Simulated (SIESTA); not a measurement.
The system is Mo2WS6, a slab with vacuum.

```
W Mo S
1.0
     3.18413    0.00000    0.00000
    -1.59206    2.75753    0.00000
     0.00000    0.00000   28.36235
W Mo S
1 2 6
Direct
  0.66667 0.33333 0.00000
  0.33333 0.66667 0.23088
  0.33333 0.66667 0.76912
  0.33333 0.66667 0.94499
  0.66667 0.33333 0.28556
  0.66667 0.33333 0.82383
  0.66667 0.33333 0.17617
  0.66667 0.33333 0.71444
  0.33333 0.66667 0.05501
```

```yaml
Program: SIESTA 5.4.2
Task: single point
Functional: PBEsol
Potentials_or_basis: PseudoDojo 0.4 standard (PBEsol files)
Basis: DZP (energy shift 0.003 Ry; two zetas on semicore shells)
Grid_cutoff: 800 Ry
Energy_shift: 0.003 Ry
k_mesh: 10 × 10 × 1
Occupations: fermi-dirac, width 0.05 eV
Spin: no spin polarisation
```

On this cell: largest force 0.330 eV/Å; band gap on the k mesh 1.25 eV, indirect (least direct gap 1.79 eV).

The same run follows on a disturbed copy (atoms moved at random, drawn with an rms of 0.05 Å):

```
CELL_PARAMETERS angstrom
3.18413 0.00000 0.00000
-1.59206 2.75753 0.00000
0.00000 0.00000 28.36235
ATOMIC_POSITIONS crystal
W 0.66446 0.33057 0.99946
Mo 0.33142 0.64667 0.23069
Mo 0.33995 0.67546 0.76877
S 0.32545 0.65050 0.94536
S 0.65582 0.31506 0.28489
S 0.65237 0.33637 0.82326
S 0.65964 0.33212 0.17627
S 0.66636 0.34325 0.71420
S 0.33297 0.64638 0.05558
```

Question: What changes?

Answer: The energy moves by +11.2 meV/atom; largest force 1.350 eV/Å; band gap on the k mesh 1.18 eV, indirect (least direct gap 1.72 eV).

Forces on the atoms (eV/Å):
```
W    0.387 -0.908  0.921
Mo  -0.839  0.592 -0.062
Mo  -0.844 -0.123 -0.065
S   -0.043  0.428 -0.777
S    0.331 -0.075  0.526
S    0.577  0.142  0.453
S    0.509 -0.518 -0.527
S    0.268 -0.020 -0.327
S   -0.345  0.483 -0.142
```

Stress tensor (GPa, compression positive):
```
-0.23 -0.46 -0.18
-0.46 -0.84  0.68
-0.18  0.68  1.93
```

Caveats: short orbitals over semicore shells can move pressures by several GPa; spin-orbit coupling is left out, which moves the levels of the heavy elements; the basis of atomic orbitals isn't converged, which shifts pressures, moduli and gaps.

A k mesh can miss the band edges.
